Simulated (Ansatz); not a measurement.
# CH6BNO: the cost of one run

Method: RKS PBE-D4/6-31G*, in Ansatz 0.2.0.

**1. The starting structure**

Bond lengths: B1–N2 1.550 Å, N2–H3 1.060 Å, N2–H4 1.060 Å, B1–C5 1.600 Å, C5–H6 1.110 Å, C5–H7 1.110 Å, C5–H8 1.110 Å, B1–O9 1.410 Å, O9–H10 1.010 Å. Angles: B1–N2–H3 120.0°, B1–N2–H4 120.0°, H3–N2–H4 120.0°, N2–B1–C5 120.0°, N2–B1–O9 120.0°, C5–B1–O9 120.0°, B1–C5–H6 109.5°, B1–C5–H7 109.5°, B1–C5–H8 109.5°, H6–C5–H7 109.4°, H6–C5–H8 109.4°, H7–C5–H8 109.4°, B1–O9–H10 109.5°.

Structure file:

```xyz
10

B     0.0000    0.0000    0.0000
N     0.0000    0.0000    1.5500
H    -0.8770   -0.2713    2.0800
H     0.8770    0.2713    2.0800
C     1.3856    0.0000   -0.8000
H     1.7152   -1.0462   -0.9702
H     1.2491    0.5080   -1.7774
H     2.1552    0.5381   -0.2082
O    -1.2211    0.0000   -0.7050
H    -1.7308   -0.8467   -0.4965
```

**2. Relaxing the start**

input.yaml reads:

```yaml
crystal:
  periodic: [false, false, false]
  atoms:
    - { symbol: B, position_ang: [0.0, 0.0, 0.0] }
    - { symbol: "N", position_ang: [0.0, 0.0, 1.55] }
    - { symbol: H, position_ang: [-0.877, -0.2713, 2.08] }
    - { symbol: H, position_ang: [0.877, 0.2713, 2.08] }
    - { symbol: C, position_ang: [1.3856, 0.0, -0.8] }
    - { symbol: H, position_ang: [1.7152, -1.0462, -0.9702] }
    - { symbol: H, position_ang: [1.2491, 0.508, -1.7774] }
    - { symbol: H, position_ang: [2.1552, 0.5381, -0.2082] }
    - { symbol: O, position_ang: [-1.2211, 0.0, -0.705] }
    - { symbol: H, position_ang: [-1.7308, -0.8467, -0.4965] }
basis:
  gaussian: { orbitals: "6-31G*" }
hamiltonian:
  xc: pbe
  dispersion: d4
relax:
  f_tol: 0.02
  max_steps: 40
```

The run is started by

```
$ ansatz run input.yaml --threads 1 --pin off --max-ram 2048MiB --backend cpu --events-out ev --progress --plain --runs-dir out
```

Q: Estimate wall time and peak memory on 1 thread of Intel Xeon 6975P-C (Granite Rapids), shared host.

About 16 s, with a peak of 0.17 GiB.
